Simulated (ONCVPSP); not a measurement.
# Pseudopotential generation for iodine: ONCV, PBE

Do these settings give a usable potential? It is generated, then checked for transferability, scattering, ghosts and hardness.

Program: ONCVPSP 4.0.1. Reference atom: PBE, scalar-relativistic, spherical and spin-unpolarised. All values are calculated.

**1. The atom and the settings**

The settings as typed:

* element: iodine (I, Z = 53)
* type: optimised norm-conserving Vanderbilt (ONCV)
* frozen core: [Kr]
* valence charge: 17
* reference configuration: 4d10 5s2 5p5
* partial waves: 5s: rc 1.40 bohr, ncon 3, nbas 7, qcut 4 1/bohr, 2 projectors, debl 0.8 Ha; 5p: rc 2.20 bohr, ncon 4, nbas 9, qcut 4 1/bohr, 1 projector; 4d: rc 1.40 bohr, ncon 5, nbas 9, qcut 8.5 1/bohr, 3 projectors, debl 3.5 Ha
* local potential: polynomial inside 1.10 bohr (lpopt 5, dvloc0 6 Ha)
* core correction: Teter function, fcfact 3.75, rcfact 1

An earlier all-electron run gives the scale for the radii.

All-electron outer shells of the reference configuration (PBE, scalar-relativistic, ld1.x):

```json
{"shell": "4s", "level (eV)": "-180.60", "outermost node (bohr)": "0.37", "outermost maximum (bohr)": "0.68"}
{"shell": "4p", "level (eV)": "-127.57", "outermost node (bohr)": "0.37", "outermost maximum (bohr)": "0.72"}
{"shell": "4d", "level (eV)": "-50.28", "outermost node (bohr)": "0.35", "outermost maximum (bohr)": "0.78"}
{"shell": "5s", "level (eV)": "-17.41", "outermost node (bohr)": "0.88", "outermost maximum (bohr)": "1.70"}
{"shell": "5p", "level (eV)": "-7.09", "outermost node (bohr)": "0.96", "outermost maximum (bohr)": "2.02"}
```

**2. Generating the potential**

Contents of I.dat:

```
# ATOM AND REFERENCE CONFIGURATION
# atsym  z   nc   nv     iexc    psfile
  I 53.00    8    3        4      upf
#
#   n    l    f
    1    0    2.00
    2    0    2.00
    2    1    6.00
    3    0    2.00
    3    1    6.00
    3    2   10.00
    4    0    2.00
    4    1    6.00
    4    2   10.00
    5    0    2.00
    5    1    5.00
#
# PSEUDOPOTENTIAL AND OPTIMIZATION
# lmax
    2
#
#   l,   rc,      ep,       ncon, nbas, qcut
    0    1.40    0.00    3    7    4.00
    1    2.20    0.00    4    9    4.00
    2    1.40    0.00    5    9    8.50
#
# LOCAL POTENTIAL
# lloc, lpopt,  rc(5),   dvloc0
    4    5    1.10    6.00
#
# VANDERBILT-KLEINMAN-BYLANDER PROJECTORs
# l, nproj, debl
    0    2    0.80
    1    1    3.50
    2    3    3.50
#
# MODEL CORE CHARGE
# icmod, fcfact, rcfact
    3    3.75    1.00
#
# LOG DERIVATIVE ANALYSIS
# epsh1, epsh2, depsh
   -3.00    5.00    0.02
#
# OUTPUT GRID
# rlmax, drl
    6.00    0.01
#
# TEST CONFIGURATIONS
# ncnf
    4
# nvcnf
#   n    l    f
    3
    4    2   10.00
    5    0    2.00
    5    1    4.00
#
    3
    4    2   10.00
    5    0    2.00
    5    1    3.00
#
    3
    4    2   10.00
    5    0    2.00
    5    1    2.00
#
    3
    4    2   10.00
    5    0    2.00
    5    1    4.50
#
```

Launch:

```console
$ oncvpsp.x < I.dat > I.out
```

Q: Predict the outcome of this session. Wanted: cutoffs for 1 and 0.1 mHa per electron, occupied waves; bound ghosts; GHOST(+) flags; largest test error; largest phase difference near zero energy, channels read; rms error of d²Exc/dn², without and with the model core.

As calculated:

| quantity | value |
| --- | --- |
| cutoffs for 1 and 0.1 mHa per electron, occupied waves | 81 Ha and 145 Ha |
| bound ghosts | s at -110.36 eV |
| GHOST(+) flags | s at 619 eV, p at 9 eV (1 near or above the test basis's cutoff) |
| largest test error (AE − PS) | +127 meV, for 4d10 5s2 5p2 |
| largest phase difference near zero energy, channels read | 2.691 rad |
| rms error of d²Exc/dn², without and with the model core | 5.12 and 4.13 mHa |

**Reading.** It has a bound ghost (s), a state that the atom doesn't have, and that rules the file out. The worst unpolarised test, 4d10 5s2 5p2, is off by 127 meV on 60.3 eV; by total energies transferability rates as fair for so large an energy. That test lies far up in energy; among those under 40 eV, nearer to bonding, the largest error is 50 meV. It counts as very hard, with 81 Ha needed at the looser tolerance. At the looser tolerance the 4d wave is the slowest; 5s needs 67 Ha. Of the channels read, p scatters worst near zero energy, by up to 2.69 rad. The pseudo curves have a pole with no partner nearby in the atom's: p at 0.26 Ha. At positive energy that is a spurious or a displaced resonance. The program also flags highly localised states, GHOST(+) (s, p). All of this concerns the isolated atom, not yet a solid.
